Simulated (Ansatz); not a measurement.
# Cu13(Cl)2: structure and electronic state

What does Cu13(Cl)2 look like as a doublet, and where do its frontier electrons sit?

Program: Ansatz 0.2.0, Gaussian basis. Level of theory: UKS PBE0-D4/def2-TZVP. These are calculated values, not measurements.

The runs, in order: relaxation at r2SCAN-D4/def2-SVP; a search for the lowest solution at PBE-D4/def2-SVP; a single point at PBE0-D4/def2-TZVP.

1 further run of the same task is left out (it didn't finish). Runs told in other sessions of the task aren't counted.

## 1. The system as given

15 atoms, charge 0, spin multiplicity 2.

Atoms are counted from 1 here; the program's logs count them from 0.

Bond lengths: Cu1–Cu2 2.428 Å, Cu1–Cu3 2.439 Å, Cu1–Cu4 2.449 Å, Cu1–Cu5 2.457 Å, Cu1–Cu6 2.438 Å, Cu1–Cu7 2.427 Å, Cu1–Cu8 2.449 Å, Cu1–Cu9 2.461 Å, Cu1–Cu10 2.453 Å, Cu1–Cu11 2.426 Å, Cu1–Cu12 2.447 Å, Cu1–Cu13 2.433 Å, Cu2–Cu3 2.575 Å, Cu2–Cu7 2.556 Å, Cu2–Cu9 2.612 Å, Cu2–Cu12 2.537 Å, Cu2–Cu13 2.549 Å, Cu2–Cl14 2.327 Å and more. Angles: Cu2–Cu1–Cu3 63.9°, Cu2–Cu1–Cu4 116.4°, Cu2–Cu1–Cu5 179.2°, Cu2–Cu1–Cu6 116.4°, Cu2–Cu1–Cu7 63.5°, Cu2–Cu1–Cu8 116.9°, Cu2–Cu1–Cu9 64.6°, Cu2–Cu1–Cu10 117.0°, Cu2–Cu1–Cu11 116.3°, Cu2–Cu1–Cu12 62.7°, Cu2–Cu1–Cu13 63.2°, Cu3–Cu1–Cu4 179.6°, Cu3–Cu1–Cu5 116.8°, Cu3–Cu1–Cu6 116.8°, Cu3–Cu1–Cu7 63.7°, Cu3–Cu1–Cu8 116.5°, Cu3–Cu1–Cu9 64.6°, Cu3–Cu1–Cu10 63.6° and more.

As a file:

```xyz
15
charge 0, multiplicity 2
Cu    0.00520    0.01230    0.00500
Cu    2.06450    0.01360   -1.28130
Cu    2.07600    0.00870    1.29350
Cu   -2.07970    0.00040   -1.27980
Cu   -2.09510   -0.00240    1.28080
Cu   -1.27910    2.08470   -0.00440
Cu    1.27630    2.08020    0.00010
Cu   -1.29220   -2.06470    0.01510
Cu    1.24740   -2.11240   -0.00260
Cu   -0.00630   -1.28480    2.08740
Cu    0.03180    1.27140    2.07840
Cu    0.03060   -1.27830   -2.07410
Cu   -0.00770    1.26330   -2.08160
Cl    4.04220   -0.01840   -2.50750
Cl   -4.04170   -0.01420    2.49570
```

No spin-orbit coupling is included.

The start is a built from a lattice or polyhedron geometry.

## 2. Relaxation at r2SCAN-D4/def2-SVP

in.yaml reads:

```yaml
crystal:
  periodic: [false, false, false]
  atoms:
    - {symbol: Cu, position_ang: [0.005200, 0.012300, 0.005000]}
    - {symbol: Cu, position_ang: [2.064500, 0.013600, -1.281300]}
    - {symbol: Cu, position_ang: [2.076000, 0.008700, 1.293500]}
    - {symbol: Cu, position_ang: [-2.079700, 0.000400, -1.279800]}
    - {symbol: Cu, position_ang: [-2.095100, -0.002400, 1.280800]}
    - {symbol: Cu, position_ang: [-1.279100, 2.084700, -0.004400]}
    - {symbol: Cu, position_ang: [1.276300, 2.080200, 0.000100]}
    - {symbol: Cu, position_ang: [-1.292200, -2.064700, 0.015100]}
    - {symbol: Cu, position_ang: [1.247400, -2.112400, -0.002600]}
    - {symbol: Cu, position_ang: [-0.006300, -1.284800, 2.087400]}
    - {symbol: Cu, position_ang: [0.031800, 1.271400, 2.078400]}
    - {symbol: Cu, position_ang: [0.030600, -1.278300, -2.074100]}
    - {symbol: Cu, position_ang: [-0.007700, 1.263300, -2.081600]}
    - {symbol: Cl, position_ang: [4.042200, -0.018400, -2.507500]}
    - {symbol: Cl, position_ang: [-4.041700, -0.014200, 2.495700]}
basis:
  gaussian: {orbitals: def2-SVP, fitting: {mean_field: def2-universal-jkfit}}
magnetization: {spin_polarized: true, initial_magnetization: 1}
hamiltonian: {xc: r2scan, dispersion: d4}
scf: {lower_state_search: "off"}
output: {orbitals: {seedname: orbitals}}
relax: {f_tol: 0.03, max_steps: 70}
```

Started as:

```console
> ansatz run in.yaml --threads 2 --pin off --events-out ev --progress --plain --max-ram 32768MiB --backend cuda --devices 0, --max-vram 18GiB
```

The runs that follow: Searching for the lowest solution, PBE-D4/def2-SVP; Single point, PBE0-D4/def2-TZVP.

Q: Predict the results of all the runs planned. Wanted: point group; commonest bond; HOMO, LUMO at PBE0-D4/def2-TZVP; ⟨S²⟩; dipole at r2SCAN-D4/def2-SVP.

The runs gave:

| quantity | value |
| --- | --- |
| point group | C2 |
| commonest bond | Cu–Cu, 36 of mean length 2.452 Å |
| HOMO, LUMO at PBE0-D4/def2-TZVP (over both spins) | -4.48, -3.18 eV |
| ⟨S²⟩ | 1.081 |
| dipole at r2SCAN-D4/def2-SVP | 1.88 D |

In words: The relaxation broke 0 and made 4 bonds, so the end is another structure than the start. No usable vibrations, so a minimum isn't proven. The alpha HOMO lies nearest to Cu11, Cu12 about 15 % each; Cu4, Cu7, Cu8 about 10 % each and the alpha LUMO to 4 Cu atoms about 11 % each; Cu2, Cu6 about 8 % each. Doubts on the single point: spin contamination. Whether this spin is the lowest isn't tested here. The point group is read from a loosely relaxed geometry; soft torsions can leave it below the true symmetry.
